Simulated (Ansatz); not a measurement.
# GdCd: how the settings move a single-point run

How sensitive is a single-point run of GdCd to its settings? A reference run comes first, then one run with altered input.

Method: reference: DFT, PBEsol, PAW with Ansatz's default frozen-core files, scalar-relativistic, in Ansatz 0.2.0.

## Step 1: The starting structure

It takes space group Pm-3m (No. 221, cubic). Conventional cell: a = 3.273 Å, b = 3.273 Å, c = 3.273 Å, α = 90.00°, β = 90.00°, γ = 90.00°. Gd (site symmetry m-3m) is surrounded by 8 Cd at 2.83 Å. Around Cd (site symmetry m-3m) lie 8 Gd at 2.83 Å.

Coordinates:

```cif
data_structure
_symmetry_space_group_name_H-M 'P 1'
_symmetry_Int_Tables_number 1
_cell_length_a 3.2733
_cell_length_b 3.2733
_cell_length_c 3.2733
_cell_angle_alpha 90.000
_cell_angle_beta 90.000
_cell_angle_gamma 90.000
_cell_volume 35.07
loop_
_atom_site_label
_atom_site_type_symbol
_atom_site_fract_x
_atom_site_fract_y
_atom_site_fract_z
_atom_site_occupancy
Gd1 Gd 0.50000 0.50000 0.50000 1
Cd1 Cd 0.00000 0.00000 0.00000 1
```

## Step 2: Reference

File input.yaml:

```yaml
crystal:
  lattice:
    - [3.2733171634, 0.0, 0.0]
    - [0.0, 3.2733171634, 0.0]
    - [0.0, 0.0, 3.2733171634]
  atoms:
    - { symbol: Gd, position: [0.5, 0.5, 0.5] }
    - { symbol: Cd, position: [0.0, 0.0, 0.0] }
kpoints:
  mp_grid: { grid: [8, 8, 8] }
scf:
  occupations: { method: fermi_dirac, width: 0.05 }
hamiltonian:
  xc: pbesol
  pseudopotentials: { kind: paw }
output:
  forces: true
  stress: true
  eigenvalues: true
```

On the command line:

```console
$ ansatz run input.yaml --threads 1 --pin off --max-ram 3072MiB --backend cpu --events-out ev --progress --plain --runs-dir out
```

## Step 3: Changing settings: symmetry.detect false

Changes to input.yaml since step 2:

```diff
@@ -8,2 +8,3 @@
     - { symbol: Cd, position: [0.0, 0.0, 0.0] }
+  symmetry: { detect: false }
 kpoints:
```

**Question.** What will these runs give? Wanted: for each run, ending; energy change; pressure; gap; force.

**Answer**, as computed:

| run | ending | energy change | pressure (GPa) | gap (eV) | force (eV/Å) | cycles | time |
| --- | --- | --- | --- | --- | --- | --- | --- |
| reference | converged | 0 | 41.4 | 0.00 | 0.00 | 8 | 0.73 s |
| 1: symmetry.detect false | converged | 0.0 meV/atom | 41.4 | 0.00 | 0.00 | 18 | 11 s |

Residual by cycle in the longest SCF loop of each run; runs are numbered as in the table. The quantity is the density residual dr2, in eV.

| cycle | reference | run 1 |
| --- | --- | --- |
| 1 | 0.0979 | 0.0979 |
| 3 | 0.00756 | 0.00758 |
| 4 | 2.0e-4 | 5.3e-4 |
| 6 | 7.8e-6 | 1.3e-4 |
| 7 | 1.3e-7 | 6.3e-4 |
| 9 | - | 8.8e-5 |
| 10 | - | 2.1e-5 |
| 12 | - | 1.9e-6 |
| 13 | - | 3.7e-7 |
| 15 | - | 1.7e-6 |
| 16 | - | 3.2e-7 |
| 18 | - | 2.8e-8 |

**Reading.** With the changed use of symmetry the energy agrees within 0.5 meV/atom. Cost: 18 SCF cycles against 8. The structure is not at rest: the sound run finds 41 GPa, so these are no properties of the relaxed crystal. The reference has no spin polarisation; with Gd present, a magnetic state may lie lower.
